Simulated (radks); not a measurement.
# Te²⁺ with its nuclear charge varied continuously

The task here is to estimate one member of a computed series from the others.

The numbers are computed with radks (a radial shooting solver on a logarithmic mesh, Libxc functionals) version 1 (Dirac Kohn-Sham, PBE, spin-unpolarised, spherical densities, finite nucleus; open shells fill j = l - 1/2 first), except any that are marked as measured or tabulated.

## The atom as given

```
element            : tellurium (Z = 52)
charge             : +2
electrons          : 50
configuration      : [Kr] 4d10 5s2 5p2
nuclear rms radius : 4.7423 fm
```

Set-up of the first run:

Settings of this run:

```text
Z 52
configuration [Kr] 4d10 5s2 5p2
relativity Dirac
functional pbe,pbe
spin unpolarised
j_filling energy
nucleus finite rms 4.7423 fm
c 137.035999084
```

Steps of the session up to this table: Z = 52.

One table of the session follows, with a row left open; its other results are not shown here.

It belongs to the step «Z = 52». Sizes of the orbitals, from the radial functions (bohr):

```
level     <r>  outermost maximum (interpolated)  90 % within  nodes
4s1/2  0.7645                             0.701         1.10      3
4p1/2  0.8014                             0.722         1.17      2
4p3/2       ?                                 ?            ?      ?
4d3/2  0.9616                             0.806         1.47      1
4d5/2  0.9736                             0.815         1.49      1
5s1/2   1.979                              1.76         2.86      4
5p1/2   2.293                              2.00         3.36      3
5p3/2   2.375                              2.07         3.47      3
```

Estimate the missing values for 4p3/2.

As computed: <r>: 0.8299; outermost maximum (interpolated): 0.746; 90 % within: 1.22; nodes: 2. In the column «<r>» it lies between 4p1/2 (0.8014) and 4d3/2 (0.9616).
